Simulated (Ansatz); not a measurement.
# C₆H₁₂O: one species, many methods

How much do the methods differ for C₆H₁₂O? The plan is to run it at one geometry with functionals of several rungs and with coupled cluster. The yardstick is the atomisation energy at the CCSD(T) limit.

Method: functionals in def2-TZVPP, the program's frozen cores in correlated methods; program: Ansatz 0.2.0, Gaussian basis.

Levels to be run: PBE-D4, r2SCAN-D4, PBE0-D4, B3LYP-D4, ωB97X-V, ωB97M-V, B2PLYP; CCSD(T)/def2-TZVPP; MP2/def2-QZVPP; extrapolation to the limit.

## (1) Structure used throughout

An earlier PBE0-D4 in a triple-zeta def2 set relaxation fixed the geometry.

SMILES `OC1CCCCC1`, 19 atoms, charge 0, spin multiplicity 1.

Atoms are counted from 1 here; the program's logs count them from 0.

Bond lengths: O1–C2 1.421 Å, O1–H8 0.960 Å, C2–C3 1.519 Å, C2–C7 1.524 Å, C2–H9 1.100 Å, C3–C4 1.523 Å, C3–H10 1.096 Å, C3–H11 1.093 Å, C4–C5 1.523 Å, C4–H12 1.094 Å, C4–H13 1.094 Å, C5–C6 1.523 Å, C5–H14 1.098 Å, C5–H15 1.094 Å, C6–C7 1.522 Å, C6–H16 1.094 Å, C6–H17 1.095 Å, C7–H18 1.097 Å and more. Angles: C2–O1–H8 108.3°, O1–C2–C3 106.9°, O1–C2–C7 111.5°, O1–C2–H9 109.4°, C3–C2–C7 111.1°, C3–C2–H9 108.8°, C7–C2–H9 109.0°, C2–C3–C4 112.1°, C2–C3–H10 108.1°, C2–C3–H11 108.8°, C4–C3–H10 109.8°, C4–C3–H11 110.8°, H10–C3–H11 107.1°, C3–C4–C5 111.2°, C3–C4–H12 109.8°, C3–C4–H13 109.0°, C5–C4–H12 110.5°, C5–C4–H13 109.4° and more.

## (2) PBE-D4 (GGA)

in.yaml reads:

```yaml
crystal:
  periodic: [false, false, false]
  atoms:
    - {symbol: O, position_ang: [-1.515866, -1.343685, 0.606365]}
    - {symbol: C, position_ang: [-0.161164, -1.334420, 0.177292]}
    - {symbol: C, position_ang: [0.625410, -0.547425, 1.211336]}
    - {symbol: C, position_ang: [0.262878, 0.931504, 1.202094]}
    - {symbol: C, position_ang: [0.431089, 1.531712, -0.187129]}
    - {symbol: C, position_ang: [-0.384036, 0.761293, -1.216925]}
    - {symbol: C, position_ang: [-0.017649, -0.716418, -1.208515]}
    - {symbol: H, position_ang: [-2.039337, -1.796367, -0.059652]}
    - {symbol: H, position_ang: [0.220334, -2.365717, 0.150931]}
    - {symbol: H, position_ang: [1.692301, -0.668947, 0.991422]}
    - {symbol: H, position_ang: [0.448166, -0.984875, 2.197503]}
    - {symbol: H, position_ang: [0.879799, 1.469153, 1.928011]}
    - {symbol: H, position_ang: [-0.777180, 1.045636, 1.523279]}
    - {symbol: H, position_ang: [1.491712, 1.502324, -0.469935]}
    - {symbol: H, position_ang: [0.138765, 2.585928, -0.184335]}
    - {symbol: H, position_ang: [-0.233655, 1.178104, -2.217053]}
    - {symbol: H, position_ang: [-1.448956, 0.869423, -0.985557]}
    - {symbol: H, position_ang: [-0.634244, -1.273791, -1.924078]}
    - {symbol: H, position_ang: [1.021653, -0.843432, -1.535055]}
basis:
  gaussian: {orbitals: def2-TZVPP}
hamiltonian: {xc: pbe, dispersion: d4}
output: {forces: true, orbitals: {seedname: orbitals}}
```

Command:

```
$ ansatz run in.yaml --threads 2 --pin off --events-out ev --progress --plain --max-ram 32768MiB --backend cuda --devices 0, --max-vram 18GiB
```

The runs that follow: r2SCAN-D4 (meta-GGA); PBE0-D4 (hybrid); B3LYP-D4 (hybrid); ωB97X-V (range-separated); ωB97M-V (range-separated); B2PLYP (double hybrid); CCSD(T) in def2-TZVPP; MP2 in def2-QZVPP.

**Question.** What will the summary of the whole plan be? Wanted: atomisation energy, CCSD(T)/CBS; farthest; mean size of error, hybrid; mean size of error, range-separated; gap, smallest and largest; T1 diagnostic; triples share of the correlation energy.

As calculated:

| quantity | value |
| --- | --- |
| atomisation energy, CCSD(T)/CBS | 7805.8 kJ/mol |
| functionals within 39.0 kJ/mol (0.5 %) | r2SCAN-D4, B3LYP-D4, ωB97X-V, ωB97M-V |
| farthest | PBE-D4 (+167.7 kJ/mol) |
| mean size of error, hybrid | 37.5 kJ/mol |
| mean size of error, range-separated | 19.5 kJ/mol |
| gap, smallest and largest | 6.06 eV (PBE-D4), 12.79 eV (ωB97X-V) |
| T1 diagnostic | 0.0094 |
| triples share of the correlation energy | 3.9 % |

PBE-D4 misses by +167.7 kJ/mol. Double hybrids carry the basis error of their MP2 part in triple zeta, and no dispersion term here, so their miss is partly the set-up's. Misses under about 39.0 kJ/mol are within the doubt on the reference itself, which lacks core-valence correlation, relativity and higher excitations. Hartree-Fock recovers 74 % of the binding; the rest is correlation. The gap grows from 6.1 to 12.8 eV across the functionals, mostly with the share of exact exchange.
